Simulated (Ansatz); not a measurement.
Hf2Pd2Se2Br2O3:

```
Hf Pd Se Br O
1.0
    -1.89227    2.67212   12.28423
     1.89227   -2.67212   12.28423
     1.89227    2.67212  -12.28423
Hf Pd Se Br O
2 2 2 2 3
Direct
  0.92095 0.92095 0.00000
  0.07905 0.07905 0.00000
  0.68332 0.68332 0.00000
  0.31668 0.31668 0.00000
  0.61777 0.11777 0.50000
  0.38223 0.88223 0.50000
  0.78660 0.78660 0.00000
  0.21340 0.21340 0.00000
  0.90121 0.40121 0.50000
  0.09879 0.59879 0.50000
  0.00000 0.00000 0.00000
```

The cell was built by a generator and needn't be a form met in nature.

| Property | Result |
| --- | --- |
| Program | Ansatz 0.2.0 |
| Task | relaxation of cell and atoms |
| Functional | RPBE |
| Potentials or basis | Ansatz PAW |
| Cutoff | 420 eV (not typed: the program's choice for these potentials) |
| k mesh | 6 × 6 × 6 |
| Occupations | fermi-dirac, width 0.05 eV |
| Spin | no spin polarisation |

At the start: volume 22.59 Å³/atom.

Question: Where does the relaxation end?

Answer: It ends after 10 steps and the volume is 23.52 Å³/atom (+4.1 %); space group Immm (No. 71, to 0.05 Å).

Step by step:
```tsv
step	energy change (eV)	largest force (eV/Å)	volume (Å³)
1	0.0000	0.1333	248.45
2	-0.0515	0.0959	259.71
3	-0.0573	0.0950	258.36
4	-0.0600	0.1587	258.18
5	-0.0611	0.0138	258.19
6	-0.0611	0.0108	258.21
7	-0.0612	0.0040	258.17
8	-0.0722	0.0040	258.17
9	-0.0718	0.0079	258.69
10	-0.0723	0.0079	258.69
```

Final structure:
```
CELL_PARAMETERS angstrom
-1.90981 2.74859 12.32038
1.90981 -2.74859 12.32038
1.90981 2.74859 -12.32038
ATOMIC_POSITIONS crystal
Hf 0.92084 0.92084 0.00000
Hf 0.07916 0.07916 0.00000
Pd 0.68153 0.68153 0.00000
Pd 0.31847 0.31847 0.00000
Se 0.61567 0.11567 0.50000
Se 0.38433 0.88433 0.50000
Br 0.78561 0.78561 0.00000
Br 0.21439 0.21439 0.00000
O 0.90195 0.40195 0.50000
O 0.09805 0.59805 0.50000
O 0.00000 0.00000 0.00000
```

Caveat: the plane-wave basis is chosen anew once the cell has moved, so the energies of steps on either side of that aren't comparable; the PAW data sets come from PBE, with cores solved anew for the run's functional, which leaves a small shift of forces and pressure.
